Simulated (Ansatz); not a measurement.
# CH7NSi: the cost of one run

Method: PBE0-D4/def2-TZVP structures, single points in def2-TZVPP, no counterpoise correction; program: Ansatz 0.2.0, Gaussian basis.

Levels: SPW92, PBE-D4, BLYP-D4, r2SCAN-D4, B97M-V, PBE0-D4, B3LYP-D4, r2SCAN0-D4, BHLYP-D4, CAM-B3LYP-D4, wB97X-V, wB97M-V, B2PLYP, PBE-QIDH, RPA on PBE, Hartree-Fock, MP2, CCSD, CCSD(T).

Correlated methods freeze the cores. B3LYP uses VWN-RPA correlation. B2PLYP carries no dispersion term here.

94 further runs of the same task are left out: 94 set aside as unsound or not needed.

## Step 1: Where the work starts

The complex: 12 atoms, charge 0, spin multiplicity 1.

Atoms are counted from 1 here; the program's logs count them from 0.

Bond lengths: Si1–N2 1.761 Å, Si1–H3 1.491 Å, Si1–H4 1.484 Å, Si1–C5 1.856 Å, N2–H8 1.013 Å, N2–H9 1.012 Å, C5–H10 1.093 Å, C5–H11 1.092 Å, C5–H12 1.093 Å, H6–Cl7 1.351 Å. Angles: N2–Si1–H3 111.8°, N2–Si1–H4 105.2°, N2–Si1–C5 108.3°, H3–Si1–H4 108.4°, H3–Si1–C5 110.5°, H4–Si1–C5 112.7°, Si1–N2–H8 115.8°, Si1–N2–H9 115.6°, H8–N2–H9 108.2°, Si1–C5–H10 111.1°, Si1–C5–H11 110.5°, Si1–C5–H12 110.4°, H10–C5–H11 108.3°, H10–C5–H12 107.7°, H11–C5–H12 108.7°.

Coordinates:

```tsv
atom	x (Å)	y (Å)	z (Å)
Si1	-0.3500	-0.7676	-0.5427
N2	0.4367	-0.8212	1.0319
H3	0.0969	-1.8858	-1.4221
H4	-1.7964	-0.9439	-0.2605
C5	0.0332	0.8695	-1.3296
H6	-0.0068	0.5712	1.8657
Cl7	-0.3597	1.7161	2.4890
H8	1.4484	-0.7768	1.0215
H9	0.1598	-1.5872	1.6332
H10	1.1067	0.9815	-1.5026
H11	-0.2987	1.6888	-0.6882
H12	-0.4700	0.9552	-2.2957
```

Its parts: CH₇NSi holds atoms 1, 2, 3, 4, 5, 8, 9, 10, 11, 12; HCl holds atoms 6, 7. Each part counts its atoms afresh in its own runs.

## Step 2: Relaxing CH₇NSi alone

Input file relax-a/in.yaml:

```yaml
crystal:
  periodic: [false, false, false]
  atoms:
    - {symbol: Si, position_ang: [-0.349985, -0.767553, -0.542719]}
    - {symbol: N, position_ang: [0.436690, -0.821189, 1.031896]}
    - {symbol: H, position_ang: [0.096883, -1.885809, -1.422091]}
    - {symbol: H, position_ang: [-1.796405, -0.943855, -0.260529]}
    - {symbol: C, position_ang: [0.033159, 0.869455, -1.329556]}
    - {symbol: H, position_ang: [1.448420, -0.776770, 1.021531]}
    - {symbol: H, position_ang: [0.159783, -1.587208, 1.633189]}
    - {symbol: H, position_ang: [1.106681, 0.981491, -1.502636]}
    - {symbol: H, position_ang: [-0.298670, 1.688812, -0.688203]}
    - {symbol: H, position_ang: [-0.470023, 0.955227, -2.295689]}
basis:
  gaussian: {orbitals: def2-TZVP}
hamiltonian: {xc: pbe0, dispersion: d4}
relax: {f_tol: 0.005, max_steps: 200}
```

The run is started by

```sh
$ ansatz run in.yaml --threads 4 --pin off --events-out ev --progress --plain --max-ram 9574MiB
```

**Question.** How long does this run take on 4 threads of Intel Xeon 6975P-C, shared host?

About 12 s.
